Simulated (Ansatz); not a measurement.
# MgBi2TeO6: relaxing cell and atoms

Wanted: the geometry at rest of MgBi2TeO6 (a borrowed structure type, volume estimated), relaxing cell and atoms, and its electronic structure there.

All numbers below are computed with Ansatz 0.2.0 (DFT, r2SCAN, no spin polarisation, plane waves, PAW).

## 1. The cell

Symmetry: Fm-3m, No. 225, cubic system. The conventional cell has a = 7.964 Å, b = 7.964 Å, c = 7.964 Å, α = 90.00°, β = 90.00°, γ = 90.00°. O (site symmetry 4mm) has 1 Te at 1.91 Å and 1 Mg at 2.08 Å as nearest neighbours. Bi (site symmetry -43m) has 12 O at 2.82 Å as nearest neighbours. Te (site symmetry m-3m) has 6 O at 1.91 Å as nearest neighbours. Mg (site symmetry m-3m) is surrounded by 6 O at 2.08 Å.

In its conventional cell, by symmetry (the run takes the cell typed in the input):

```cif
data_structure
_symmetry_space_group_name_H-M 'Fm-3m'
_symmetry_Int_Tables_number 225
_cell_length_a 7.9640
_cell_length_b 7.9640
_cell_length_c 7.9640
_cell_angle_alpha 90.000
_cell_angle_beta 90.000
_cell_angle_gamma 90.000
_cell_volume 505.12
loop_
_atom_site_label
_atom_site_type_symbol
_atom_site_symmetry_multiplicity
_atom_site_Wyckoff_symbol
_atom_site_fract_x
_atom_site_fract_y
_atom_site_fract_z
_atom_site_occupancy
O1 O 24 e 0.26070 0.00000 0.00000 1
Bi1 Bi 8 c 0.25000 0.75000 0.75000 1
Te1 Te 4 b 0.50000 0.00000 0.00000 1
Mg1 Mg 4 a 0.00000 0.00000 0.00000 1
```

The first density is read from a saved solution for the starting cell.

## 2. Relaxing

input.yaml

```yaml
crystal:
  lattice:
    - [0.0, 3.982009, 3.982009]
    - [3.982009, 0.0, 3.982009]
    - [3.982009, 3.982009, 0.0]
  atoms:
    - { symbol: O, position: [0.7393, 0.2607, 0.2607] }
    - { symbol: O, position: [0.2607, 0.7393, 0.2607] }
    - { symbol: O, position: [0.2607, 0.7393, 0.7393] }
    - { symbol: O, position: [0.7393, 0.2607, 0.7393] }
    - { symbol: O, position: [0.2607, 0.2607, 0.7393] }
    - { symbol: O, position: [0.7393, 0.7393, 0.2607] }
    - { symbol: Bi, position: [0.25, 0.25, 0.25] }
    - { symbol: Bi, position: [0.75, 0.75, 0.75] }
    - { symbol: Te, position: [0.5, 0.5, 0.5] }
    - { symbol: Mg, position: [0.0, 0.0, 0.0] }
  symmetry: { tolerance: 0.0003 }
kpoints:
  mp_grid: { grid: [7, 7, 7], shift: [0, 0, 0] }
magnetization:
  spin_polarized: false
scf:
  occupations: { method: fermi_dirac, width: 0.0338 }
  lower_state_search: "off"
hamiltonian:
  pseudopotentials: { kind: paw }
  xc: r2scan
basis:
  ecutwfc: 500
  fft_grid_basis: typed
relax:
  max_steps: 60
  cell: { p_target: 0.0 }
output:
  forces: true
  stress: true
  eigenvalues: true
  bader: true
  populations: true
  elf: true
  write_potential: true
  volumetric_format: npy
  dos:
    e_range: [-12, 8]
    de: 0.05
    projected: { site_lists: { Bi: [Bi], Mg: [Mg], O: [O], Te: [Te] } }
  write_density: true
checkpoint:
  read: saved_state
```

Run with:

```
$ ansatz run input.yaml --threads 2 --pin off --max-ram 3584MiB --backend cpu --events-out ev --progress --plain --runs-dir out
```

Q: Predict the outcome of this session. Wanted: moves; energy gained; largest move; cell; volume; pressure at the end; character; Bader charges.

The runs gave:

| quantity | value |
| --- | --- |
| moves | 4 |
| energy gained | 7.6 meV/atom |
| largest move | 0.02 Å (O) |
| space group (0.01 Å), before / after | Fm-3m / Fm-3m |
| cell | a = 5.678 Å, b = 5.678 Å, c = 5.678 Å, α = 60.00°, β = 60.00°, γ = 60.00° |
| volume | 12.94 Å³/atom (+2.5 %) |
| pressure at the end | -0.02 GPa |
| formation energy (elements from separate runs) | -1.16 eV/atom |
| character | metal |
| density of states, mean within 0.25 eV of the Fermi level | 3.2 per eV per cell |
| Bader charges | O -1.33, Bi +1.43, Te +3.37, Mg +1.78 e |

**Reading.** The volume grew by 2.5 %, and the largest move of an atom is 0.02 Å apart from the change of the cell; the energy fell by 7.6 meV per atom. The run held to 48 symmetry operations, so a lower structure without them is not ruled out. Bands cross the Fermi level: a metal; within 0.25 eV of the Fermi level the density of states averages 3.2 per eV per cell, mostly Bi p (67 %) and O p (18 %). Set against separate runs on the elements (O2 molecule, Bi A7 rhombohedral, Te trigonal tellurium, Mg hcp), it forms at -1.16 eV per atom, which says nothing yet of rival compounds. By Bader's partition Te gives up most (+3.37 e) and O takes most (-1.33 e).
